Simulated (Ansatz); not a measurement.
# Hf(BH4)4 in a box, plane waves

Ansatz 0.2.0, DFT PBE, scalar-relativistic, plane waves, PAW, molecule in a box. The geometry was relaxed with Gaussian bases (TPSS; Hf def2-SVP with ECP60, B def2-SVP, H def2-SVP).

```yaml
crystal:
  lattice:
    - [13.25, 0.0, 0.0]
    - [0.0, 13.25, 0.0]
    - [0.0, 0.0, 13.06]
  atoms:
    - { symbol: Hf, position: [0.49988981, 0.49994189, 0.50000459] }
    - { symbol: B, position: [0.59621509, 0.60549208, 0.60247703] }
    - { symbol: H, position: [0.64602038, 0.66026038, 0.65541884] }
    - { symbol: H, position: [0.5044566, 0.60198415, 0.62698851] }
    - { symbol: H, position: [0.62452679, 0.51488528, 0.60321975] }
    - { symbol: H, position: [0.59576377, 0.62952377, 0.50929403] }
    - { symbol: B, position: [0.40356528, 0.39439019, 0.60247626] }
    - { symbol: H, position: [0.35376, 0.33962264, 0.65541807] }
    - { symbol: H, position: [0.49532302, 0.39789962, 0.62698851] }
    - { symbol: H, position: [0.37525283, 0.48499698, 0.60321899] }
    - { symbol: H, position: [0.40401585, 0.37035849, 0.50929326] }
    - { symbol: B, position: [0.60546943, 0.40353358, 0.39765697] }
    - { symbol: H, position: [0.66015547, 0.35379925, 0.34456355] }
    - { symbol: H, position: [0.60689887, 0.37914264, 0.49074196] }
    - { symbol: H, position: [0.51380679, 0.39899774, 0.37290046] }
    - { symbol: H, position: [0.62557208, 0.49634642, 0.3972925] }
    - { symbol: B, position: [0.39430943, 0.59634717, 0.3976562] }
    - { symbol: H, position: [0.33962264, 0.64608151, 0.34456432] }
    - { symbol: H, position: [0.39288075, 0.62073887, 0.49074196] }
    - { symbol: H, position: [0.48597283, 0.60088453, 0.37289969] }
    - { symbol: H, position: [0.37420906, 0.50353434, 0.3972925] }
basis:
  ecutwfc: 420
  ecutrho_ratio: 4
kpoints:
  mp_grid: { grid: [1, 1, 1] }
hamiltonian:
  xc: pbe
scf:
  occupations: { method: gaussian, width: 0.01 }
output:
  forces: true
  eigenvalues: true
  populations: true
```

Command:
```sh
ansatz run input.yaml --threads 4 --pin off --max-ram 8192MiB --backend cpu --events-out ev --progress --plain --runs-dir out
```
It took 4 s on 4 threads of Intel(R) Xeon(R) Platinum 8488C (Sapphire Rapids), with other jobs on the host, peak memory 1.3 GiB.

Task: How does the SCF go?

Result: 
```
SCF iter   1: F=—  HF=-16602.732970 eV  |F-HF|=—  |Δ(HF+E_count)|=         —  Δρ=1.37e-3
preconditioner: auto → Resta (q_TF=auto, 1.461 Å⁻¹)  ε∞=1.2  [insulator: Δε(μ)=6.412 eV  Ē_g=12.435 eV  σ=0.010 eV  W_gap=1.00  n_
SCF iter   2: F=—  HF=-16602.741225 eV  |F-HF|=—  |Δ(HF+E_count)|=   8.26e-3  Δρ=9.35e-4
SCF iter   3: F=—  HF=-16602.738165 eV  |F-HF|=—  |Δ(HF+E_count)|=   3.06e-3  Δρ=3.64e-4
SCF iter   4: F=—  HF=-16602.742758 eV  |F-HF|=—  |Δ(HF+E_count)|=   4.59e-3  Δρ=1.34e-4
SCF iter   5: F=—  HF=-16602.743747 eV  |F-HF|=—  |Δ(HF+E_count)|=   9.89e-4  Δρ=2.90e-5
SCF iter   6: F=—  HF=-16602.743879 eV  |F-HF|=—  |Δ(HF+E_count)|=   1.32e-4  Δρ=9.11e-6
SCF iter   7: F=-16602.743892 eV  HF=-16602.743892 eV  |F-HF|=5.92e-8  |Δ(HF+E_count)|=   1.29e-5  Δρ=1.18e-6
```

Task: Which levels lie next to the highest filled one (eV, counted from it)?

Result: Filled: -1.74, -1.38, -1.37, -1.13, -0.60, -0.60, -0.60, 0.00, 0.00, 0.00. Empty: 6.27, 6.28, 6.30, 6.30, 6.30, 7.43, 8.45, 8.51.

Task: What forces are left at this geometry, relaxed with Gaussian bases (eV/Å)?

Result: 
```
Hf   0.00  0.00  0.01
B   -0.16 -0.17 -0.17
H   -0.10 -0.11 -0.11
H    0.08  0.01 -0.01
H   -0.01  0.08  0.01
H    0.01 -0.01  0.08
B    0.16  0.17 -0.17
H    0.10  0.11 -0.11
H   -0.08 -0.01 -0.01
H    0.01 -0.08  0.01
H   -0.01  0.01  0.08
B   -0.18  0.16  0.17
H   -0.11  0.10  0.11
H    0.01  0.02 -0.08
H    0.08  0.00  0.01
H    0.00 -0.08 -0.01
B    0.18 -0.16  0.17
H    0.11 -0.10  0.11
H   -0.01 -0.02 -0.08
H   -0.08  0.00  0.01
H    0.00  0.08 -0.01
```

The highest of the empty levels listed lie near the vacuum level and may be states of the box.

The forces come from the other functional as well as from the basis.

No frequency check is given that shows the relaxed geometry to be a minimum.
